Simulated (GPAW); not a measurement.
The system is Ta3AsAu2O13.

```
CELL_PARAMETERS angstrom
5.45204 0.00000 0.00000
-2.72602 4.72161 0.00000
0.00000 0.00000 9.57902
ATOMIC_POSITIONS crystal
Ta 0.00000 0.00000 0.19408
Ta 0.00000 0.00000 0.80592
Ta 0.66667 0.33333 0.00000
As 0.00000 0.00000 0.50000
Au 0.33333 0.66667 0.27428
Au 0.33333 0.66667 0.72572
O 0.00000 0.00000 0.00000
O 0.23947 0.97129 0.36402
O 0.02871 0.26818 0.36402
O 0.73182 0.76053 0.36402
O 0.23947 0.97129 0.63598
O 0.02871 0.26818 0.63598
O 0.73182 0.76053 0.63598
O 0.38452 0.33425 0.85844
O 0.66575 0.05027 0.85844
O 0.94973 0.61548 0.85844
O 0.38452 0.33425 0.14156
O 0.66575 0.05027 0.14156
O 0.94973 0.61548 0.14156
```

The cell was built by a generator and needn't be a form met in nature.

Base run:

| Quantity | Value |
| --- | --- |
| Program | GPAW 26.7.0 |
| Functional | AM05 |
| Potentials or basis | PAW data sets generated in the run's folder for this functional |
| Cutoff | 800 eV |
| Basis | pw |
| k mesh | 4 × 4 × 2 |
| Occupations | fermi-dirac, width 0.05 eV |
| Spin | no spin polarisation |

Its results: pressure -4.4 GPa; largest force 0.313 eV/Å.

Task: After a change of settings the same cell gave: pressure 4.6 GPa; largest force 0.509 eV/Å. Which change was it?
A. functional from AM05 to revPBE; potentials or basis from PAW data sets generated in the run's folder for this functional to the program's PAW data sets (release 1.2.1) made for this functional
B. functional from AM05 to r2SCAN; potentials or basis from PAW data sets generated in the run's folder for this functional to GPAW PAW data sets (gpaw-data 1.2.1)
C. functional from AM05 to PBE; potentials or basis from PAW data sets generated in the run's folder for this functional to GPAW PAW data sets (gpaw-data 1.2.1)
D. functional from AM05 to BLYP

Result: A.

Caveats: with this Au data set, volumes or pressures lay over 1.5 % or 2 GPa off other programs in two to four cells of ten.
